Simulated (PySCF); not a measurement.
# CH₁₀GeO₂Si₂: a tour of settings, part 2 of 2

PySCF 2.14.0. Atoms count from 0.

## Step 4: NMR shieldings: PBE0/pcSseg-1

What the job is given:

```
{"job": {"kind": "nmr", "xc": "PBE0", "basis": "pcSseg-1", "pop": true, "scf": {"aux": "sto-3g", "max_cycle": 63}}, "charge": 0, "multiplicity": 1}
C     -2.221982     0.620133     0.115762
Si    -1.405759    -1.071065    -0.163621
O     -0.297682    -1.369229     1.002548
Ge     0.951086    -0.623902     1.922875
O      1.867625     0.409236     0.891736
Si     2.205594     0.869069    -0.632013
H     -2.974266     0.833575    -0.637365
H     -2.707033     0.664995     1.088551
H     -1.482102     1.417819     0.084664
H     -0.726270    -1.115935    -1.463484
H     -2.336907    -2.183648     0.030143
H      1.833200    -1.743171     2.385909
H      0.358682     0.272352     2.972079
H      3.360163     1.742012    -0.433950
H      1.051668     1.586068    -1.182846
H      2.516385    -0.299364    -1.457432
```

Level: GIAO PBE0/pcSseg-1 NMR shielding, non-relativistic, gas phase.

The program printed:

```text
final grid: 124240 points
cycle   1  E = -2852.9273284079  dE = -9.342e-01  |g| = 8.970e-01  |ddm| = 4.035e+00
cycle   2  E = -2852.9465997238  dE = -1.927e-02  |g| = 7.861e-01  |ddm| = 9.710e-01
cycle   3  E = -2853.0473340300  dE = -1.007e-01  |g| = 1.940e-01  |ddm| = 6.195e-01
cycle   4  E = -2853.0545808984  dE = -7.247e-03  |g| = 4.275e-02  |ddm| = 1.470e-01
cycle   5  E = -2853.0548839312  dE = -3.030e-04  |g| = 1.694e-02  |ddm| = 4.576e-02
cycle   6  E = -2853.0549240603  dE = -4.013e-05  |g| = 4.074e-03  |ddm| = 1.295e-02
cycle   7  E = -2853.0549265438  dE = -2.484e-06  |g| = 1.959e-03  |ddm| = 4.286e-03
cycle   8  E = -2853.0549272867  dE = -7.429e-07  |g| = 2.077e-04  |ddm| = 1.430e-03
cycle   9  E = -2853.0549272967  dE = -1.000e-08  |g| = 7.497e-05  |ddm| = 2.795e-04
cycle  10  E = -2853.0549272979  dE = -1.265e-09  |g| = 1.303e-05  |ddm| = 7.459e-05
cycle  11  E = -2853.0549272980  dE = -4.457e-11  |g| = 4.827e-06  |ddm| = 1.762e-05
converged SCF energy = -2853.0549272980

GIAO shielding tensors (ppm)
atom      isotropic    diamagn.    paramagn.     s11        s22        s33       span
  0 C      177.225     252.510     -75.285    174.565    175.719    181.391      6.826
  1 Si     442.874     877.191    -434.317    410.191    449.460    468.971     58.780
  2 O      304.741     407.282    -102.542    270.517    288.889    354.816     84.299
  3 Ge    1628.728    2759.863   -1131.134   1616.405   1626.560   1643.220     26.815
  4 O      310.667     407.343     -96.676    280.502    292.170    359.329     78.827
  5 Si     474.212     874.313    -400.101    462.741    464.809    495.085     32.344
  6 H       35.728      35.261       0.467     32.352     32.985     41.848      9.496
  7 H       35.489      36.278      -0.788     32.266     34.151     40.050      7.784
  8 H       35.284      42.556      -7.272     31.673     35.286     38.893      7.219
  9 H       30.819      36.654      -5.835     26.851     29.120     36.486      9.634
 10 H       30.269      32.437      -2.168     25.787     28.003     37.018     11.231
 11 H       29.902      31.461      -1.559     22.867     24.067     42.770     19.903
 12 H       30.002      32.688      -2.686     23.446     24.349     42.210     18.764
 13 H       30.688      32.028      -1.340     26.488     28.095     37.479     10.991
 14 H       31.111      36.890      -5.779     26.696     30.322     36.315      9.619
 15 H       31.007      34.834      -3.827     27.220     28.920     36.881      9.661
```

It took 17 s on 1 thread of Arm Neoverse V2, shared host; peak memory 0.54 GiB.

It converged, yet the result is unsound: the fitting basis sto-3g is not made for Coulomb and exchange fitting here. Its shieldings differ from those of step 2 (PBE0/pcSseg-1) by up to 283 ppm (Ge3).

## Step 5: Nuclear shieldings: PBE0/def2-SVPD

Settings changed since step 4:

```diff
@@ -1,2 +1,2 @@
-{"job": {"kind": "nmr", "xc": "PBE0", "basis": "pcSseg-1", "pop": true, "scf": {"aux": "sto-3g", "max_cycle": 63}}, "charge": 0, "multiplicity": 1}
+{"job": {"kind": "nmr", "xc": "PBE0", "basis": "def2-SVPD", "pop": true, "scf": {"guess": "sap"}}, "charge": 0, "multiplicity": 1}
 C     -2.221982     0.620133     0.115762
```

Method: GIAO PBE0/def2-SVPD NMR shielding, non-relativistic, gas phase.

The program printed:

```text
final grid: 124240 points
cycle   1  E = -2841.5119629990  dE =  6.119e+00  |g| = 4.986e+00  |ddm| = 1.184e+02
cycle   2  E = -2827.6898465647  dE =  1.382e+01  |g| = 7.845e+00  |ddm| = 1.197e+02
cycle   3  E = -2848.6835715117  dE = -2.099e+01  |g| = 1.664e+00  |ddm| = 1.460e+01
cycle   4  E = -2849.0806328772  dE = -3.971e-01  |g| = 1.075e+00  |ddm| = 4.509e+00
cycle   5  E = -2849.3356303160  dE = -2.550e-01  |g| = 4.081e-01  |ddm| = 2.276e+00
cycle   6  E = -2849.3638620589  dE = -2.823e-02  |g| = 1.695e-01  |ddm| = 7.789e-01
cycle   7  E = -2849.3688444447  dE = -4.982e-03  |g| = 6.017e-02  |ddm| = 3.580e-01
cycle   8  E = -2849.3697021761  dE = -8.577e-04  |g| = 1.535e-02  |ddm| = 1.146e-01
cycle   9  E = -2849.3697542107  dE = -5.203e-05  |g| = 3.753e-03  |ddm| = 2.637e-02
cycle  10  E = -2849.3697570990  dE = -2.888e-06  |g| = 7.912e-04  |ddm| = 7.431e-03
cycle  11  E = -2849.3697572224  dE = -1.234e-07  |g| = 1.827e-04  |ddm| = 2.793e-03
cycle  12  E = -2849.3697572275  dE = -5.177e-09  |g| = 4.381e-05  |ddm| = 6.803e-04
cycle  13  E = -2849.3697572279  dE = -3.397e-10  |g| = 8.843e-06  |ddm| = 1.075e-04
converged SCF energy = -2849.3697572279

GIAO shielding tensors (ppm)
atom      isotropic    diamagn.    paramagn.     s11        s22        s33       span
  0 C      194.451     253.175     -58.724    186.152    195.024    202.178     16.026
  1 Si     427.503     885.093    -457.590    387.837    427.784    466.888     79.051
  2 O      290.121     393.341    -103.220    245.952    277.759    346.651    100.700
  3 Ge    1493.703    2741.066   -1247.363   1474.213   1492.413   1514.482     40.270
  4 O      310.751     388.421     -77.671    263.322    293.412    375.518    112.197
  5 Si     447.708     883.408    -435.700    415.597    423.081    504.447     88.850
  6 H       31.798      29.959       1.839     27.828     28.230     39.338     11.510
  7 H       31.302      29.505       1.797     27.512     29.137     37.255      9.743
  8 H       31.210      39.623      -8.413     26.983     30.269     36.378      9.395
  9 H       26.253      35.687      -9.435     22.860     25.205     30.693      7.834
 10 H       26.377      27.986      -1.609     22.365     24.861     31.906      9.541
 11 H       26.239      21.580       4.659     19.301     20.822     38.594     19.293
 12 H       26.144      24.933       1.211     19.882     20.879     37.671     17.789
 13 H       26.463      29.261      -2.798     22.632     24.618     32.138      9.506
 14 H       26.419      38.075     -11.656     22.533     26.244     30.480      7.946
 15 H       26.437      34.131      -7.694     23.322     24.693     31.297      7.975
```

Wall time 45 s (1 thread of Arm Neoverse V2, shared host); peak memory 1 GiB.

Key values: δ C0 -0.3, Si1 -42.8, Si5 -63.0, O2 48.2, H11 5.68, H9 5.56 ppm (means over like atoms).

## Step 6: TDDFT and polarisability: wB97X/def2-SVPD

Settings changed since step 5:

```diff
@@ -1,2 +1,2 @@
-{"job": {"kind": "nmr", "xc": "PBE0", "basis": "def2-SVPD", "pop": true, "scf": {"guess": "sap"}}, "charge": 0, "multiplicity": 1}
+{"job": {"kind": "uv", "xc": "wB97X", "basis": "def2-SVPD", "nstates": 25, "ntriplets": 2, "tda": true}, "charge": 0, "multiplicity": 1}
 C     -2.221982     0.620133     0.115762
```

With the program's defaults for keys left out, this is: TDA wB97X/def2-SVPD, vertical, gas phase, core orbitals frozen in the response.

The program printed:

```text
coarse grid: 60504 points
cycle   1  E = -2849.8768969868  dE = -1.326e-01  |g| = 1.064e+00  |ddm| = 6.592e+00
cycle   2  E = -2849.8103348592  dE =  6.656e-02  |g| = 1.266e+00  |ddm| = 4.475e+00
cycle   3  E = -2850.0835478817  dE = -2.732e-01  |g| = 6.062e-02  |ddm| = 1.741e+00
cycle   4  E = -2850.0844496911  dE = -9.018e-04  |g| = 3.642e-02  |ddm| = 2.417e-01
cycle   5  E = -2850.0846659948  dE = -2.163e-04  |g| = 6.145e-03  |ddm| = 9.645e-02
cycle   6  E = -2850.0846742636  dE = -8.269e-06  |g| = 1.503e-03  |ddm| = 2.488e-02
final grid: 124240 points
cycle   7  E = -2850.0843924600  dE = -1.003e-06  |g| = 1.526e-03  |ddm| = 1.152e-02
cycle   8  E = -2850.0843925207  dE = -6.072e-08  |g| = 1.496e-03  |ddm| = 5.034e-03
cycle   9  E = -2850.0843928246  dE = -3.039e-07  |g| = 1.667e-04  |ddm| = 2.293e-03
cycle  10  E = -2850.0843928309  dE = -6.313e-09  |g| = 6.181e-05  |ddm| = 3.572e-04
cycle  11  E = -2850.0843928323  dE = -1.379e-09  |g| = 1.685e-05  |ddm| = 2.580e-04
cycle  12  E = -2850.0843928324  dE = -7.731e-11  |g| = 3.589e-06  |ddm| = 5.519e-05
converged SCF energy = -2850.0843928324

Static polarisability (au): isotropic 95.095, principal 90.373 94.585 100.327

Singlet excitations
state   eV       nm        f      main configurations
  1   7.4855    165.6   0.00159   H->L 0.44, H-2->L 0.30
  2   7.7122    160.8   0.00490   H-1->L 0.48, H-3->L 0.12
  3   7.7826    159.3   0.00375   H->L+2 0.45, H->L 0.11, H-2->L 0.09
  4   8.0533    154.0   0.00269   H-1->L+2 0.54, H-3->L 0.16, H-3->L+2 0.10
  5   8.2761    149.8   0.00310   H->L+2 0.23, H-2->L 0.20, H->L 0.14
  6   8.3755    148.0   0.01517   H->L+1 0.23, H->L+5 0.20, H-2->L+2 0.18
  7   8.5663    144.7   0.01294   H->L+3 0.18, H->L+1 0.16, H->L+4 0.15
  8   8.7080    142.4   0.03059   H-1->L+1 0.23, H-1->L 0.16, H-1->L+4 0.11
  9   8.7429    141.8   0.20737   H->L+4 0.14, H->L+1 0.13, H-2->L+2 0.12
 10   8.9179    139.0   0.04193   H-2->L+1 0.08
 11   8.9639    138.3   0.01134   H-1->L+1 0.10, H-1->L+4 0.08
 12   9.0116    137.6   0.01247   H-2->L+1 0.14, H->L+5 0.11, H->L+6 0.09
 13   9.1498    135.5   0.01640   H-1->L+2 0.11, H-3->L 0.11, H-1->L+4 0.08
 14   9.2152    134.5   0.02599   H-1->L+6 0.28, H-3->L+1 0.14
 15   9.2725    133.7   0.07069   H-2->L+2 0.10, H-1->L+5 0.09, H-1->L+8 0.09
 16   9.2859    133.5   0.24753   H-1->L+5 0.34
 17   9.3278    132.9   0.02475   H-2->L+5 0.23
 18   9.4079    131.8   0.12875   H-2->L+8 0.21, H->L+8 0.18
 19   9.4368    131.4   0.06431   H->L+5 0.17, H-2->L+6 0.14, H->L+6 0.12
 20   9.5511    129.8   0.05955   H-3->L+2 0.11, H-1->L+7 0.10
 21   9.6187    128.9   0.18042   H-4->L 0.09
 22   9.6727    128.2   0.01390   H-1->L+3 0.44
 23   9.7417    127.3   0.02001   H-4->L+2 0.15, H->L+7 0.09
 24   9.8171    126.3   0.00905   H->L+10 0.13
 25   9.8629    125.7   0.00802   H-6->L 0.14, H-3->L+2 0.10

Triplet excitations (Tamm-Dancoff, eV): 7.1996 7.3558
```

It took 68 s on 1 thread of Arm Neoverse V2, shared host; peak memory 1.1 GiB.

This run: HOMO -10.64 eV, LUMO 1.84 eV; lowest singlet 7.49 eV.

## Step 7: Comparing the runs: NMR shifts

Shifts (ppm) of some atoms, chosen among heavy atoms and hydrogens apart, means over like atoms, with basis size and wall time:

```tsv
run	C0	H11	H13	Si1	Si5	O2	O4	functions	time
PBE0/pcSseg-1	0.0	5.34	5.26	-15.8	-39.0	49.3	25.0	190	35 s
PBE0/def2-SVPD	-0.3	5.68	5.44	-42.8	-63.0	48.2	27.6	232	45 s
```

## Step 8: Side by side: electronic excitations

Excitations and ground-state properties, with basis size and wall time:

```tsv
run	lowest singlet (eV)	brightest (eV)	f	gap (eV)	α (Å³)	μ (D)	functions	time
PBE0/def2-SVPD	6.99	7.70	0.017	8.25	14.21	0.79	232	54 s
wB97X/def2-SVPD	7.49	9.29	0.248	12.48	14.09	0.78	232	68 s
```

## Step 9: Outcome

The summary covers parts 1 to 2.

```
                                                              quantity                                            value
                                13C shifts against TMS (PBE0/pcSseg-1)                                          0.0 ppm
1H shifts against TMS (PBE0/pcSseg-1, means over atoms taken as alike)                       5.38, 5.34, 5.26, 0.41 ppm
                               29Si shifts against TMS (PBE0/pcSseg-1)                                 -15.8, -39.0 ppm
                                17O shifts against H2O (PBE0/pcSseg-1)                                   49.3, 25.0 ppm
                             73Ge shifts against GeMe4 (PBE0/pcSseg-1)                                          -15 ppm
                                 surface potential, 1st and 99th percentile                               -0.93 V and 1.41 V
                                       lowest singlet (PBE0/def2-SVPD)                      6.99 eV (177 nm), f = 0.000
                              brightest single state of those computed                      state 6, 7.70 eV, f = 0.017
                                                        lowest triplet                                          6.70 eV
                                             range of the shift of Si1                               -42.8 to -15.8 ppm
                                           range of the lowest singlet                                  6.99 to 7.49 eV
                                         property runs in this session  5, of which 0 failed and 1 gave unsound results
```

Single values in the summary come from the first run of each kind that ended normally (PBE0/pcSseg-1; PBE0/def2-SVPD), which need not be the best level. At PBE0/pcSseg-1: Shielding is most anisotropic at O4 (span 144 ppm, paramagnetic term -93 ppm). The first singlet state (HOMO→LUMO 0.80, HOMO−2→LUMO 0.16) lies at 6.99 eV and is dark; of the 6 states computed, the strongest absorption comes from state 6 at 7.70 eV (the last computed, so partners may be missing). The lowest triplet lies 0.29 eV below the lowest singlet (triplets in Tamm-Dancoff, singlets in full TDDFT). Among the atoms with a shift in every run: In ppm, Si1 moves most: its shift spreads over 27.0 ppm, from -42.8 (PBE0/def2-SVPD) to -15.8 (PBE0/pcSseg-1). The lowest singlet runs from 6.99 eV (PBE0/def2-SVPD) to 7.49 eV (wB97X/def2-SVPD), while the orbital gap spans 8.25 to 12.48 eV: the excitation energy moves far less from run to run than the orbital gap does. The lowest state need not be the same one in every run. The runs solved for a few states only, so the brightest column depends on that window. Spin-orbit coupling is left out, which matters for shieldings and couplings at and beside the heavy atoms.
